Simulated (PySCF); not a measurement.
# C3H11NSn (SnHMe2(NHMe)): the cost of one run

Computed with PySCF 2.14.0 and routines of our own; the level stands in each step. Atoms count from 0.

## Step 1: The starting structure

16 atoms, charge 0, multiplicity 1; geometry from: GFN2-xTB.

## Step 2: Geometry optimisation at PBE0-D3(BJ)/def2-SVP

Job settings and geometry (Å):

```
{"job": {"xc": "PBE0", "basis": "def2-SVP", "d3": "d3bj", "grid": 1, "maxiter": 30, "shake": 0.03, "kind": "geom"}, "charge": 0, "multiplicity": 1}
Sn     0.142420     0.493300     0.444570
H      0.106430     0.542570     2.116810
C      2.065810     0.368790    -0.375250
H      2.823620     1.237650    -0.068950
H      2.089900     0.300570    -1.464600
H      2.582400    -0.509450     0.028110
C     -0.961950     2.295810    -0.322020
H     -0.497510     3.228970     0.041060
H     -2.032030     2.280300     0.049040
H     -0.961430     2.315950    -1.376280
N     -1.152960    -1.037120     0.054870
C     -0.709820    -2.373190     0.396340
H     -1.559000    -0.993730    -0.951050
H      0.019540    -2.773170    -0.236590
H     -0.394870    -2.418520     1.407810
H     -1.594880    -2.992680     0.322550
```

Run with:

```
OMP_NUM_THREADS=1 python heavy_run.py task.json out
```

One launch serves the whole session: the jobs run in the order shown.

Q: Estimate the wall time and peak memory of this first job on 1 thread of AMD EPYC 9R14, shared host.

About 45 s, with a peak of 0.52 GiB.
